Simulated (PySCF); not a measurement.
**C2H4BGaO: electronic excitations and core binding energies**

Wanted: the electronic excitations and core binding energies of C2H4BGaO (`C#CB[O][GaH2]`), by calculation.

The runs use PySCF 2.14.0, with density-fitted response routines of our own; the level of theory stands in each step. All values are computed, except where a source is named. Atoms are numbered from 0 throughout.

## Step 1: The molecule as given

9 atoms, charge 0, multiplicity 1; geometry from: GFN2-xTB.

Bonds of the start (Å): C0–C1 1.20, C1–B2 1.52, B2–O3 1.34, O3–Ga4 1.72, C0–H5 1.05, B2–H6 1.18, Ga4–H7 1.55, Ga4–H8 1.54.

## Step 2: Excited states and response: PBE0/def2-SVPD

The job: settings as JSON, then the geometry in Å.

```
{"job": {"kind": "uv", "xc": "PBE0", "basis": "def2-SVPD", "nstates": 8, "ntriplets": 3}, "charge": 0, "multiplicity": 1}
C      2.710522    -0.219948    -0.321791
C      1.635577    -0.432851     0.176791
B      0.267279    -0.692656     0.797380
O     -0.825937    -0.074192     0.321445
Ga    -2.173022     0.757924    -0.343272
H      3.656681    -0.042535    -0.747627
H      0.174599    -1.443672     1.702812
H     -2.919087     0.035193    -1.487471
H     -2.513050     2.118730     0.303792
```

Level: TDDFT PBE0/def2-SVPD, vertical, gas phase, core orbitals frozen in the response.

The run is started by

```console
$ OMP_NUM_THREADS=1 python probes_run.py task.json out
```

The driver reads the jobs from task.json and runs them one after another.

**Question.** This job is followed by: delta-SCF UKS SCAN, pcX-2 on the ionised atom, pcseg-1 elsewhere, spin-free X2C. Predict these results of the whole session: lowest singlet (PBE0/def2-SVPD); brightest single state of those computed; lowest triplet; C1s binding energies, SCAN/pcX-2 (standing for 1 of 2 atoms); B1s binding energies, SCAN/pcX-2; O1s binding energies, SCAN/pcX-2.

The runs gave:

| quantity | value |
| --- | --- |
| lowest singlet (PBE0/def2-SVPD) | 5.07 eV (245 nm), f = 0.000 |
| brightest single state of those computed | state 5, 5.95 eV, f = 0.110 |
| lowest triplet | 4.47 eV |
| C1s binding energies, SCAN/pcX-2 (standing for 1 of 2 atoms) | C0 290.35 eV |
| B1s binding energies, SCAN/pcX-2 | B2 196.58 eV |
| O1s binding energies, SCAN/pcX-2 | O3 537.77 eV |

In words: The first singlet state (HOMO→LUMO+1 0.98) lies at 5.07 eV and is dark; of the 8 states computed, the strongest absorption comes from state 5 at 5.95 eV (the last state computed is bright too, and its partners may lie past the list). The lowest triplet lies 0.60 eV below the lowest singlet (triplets in Tamm-Dancoff, singlets in full TDDFT).
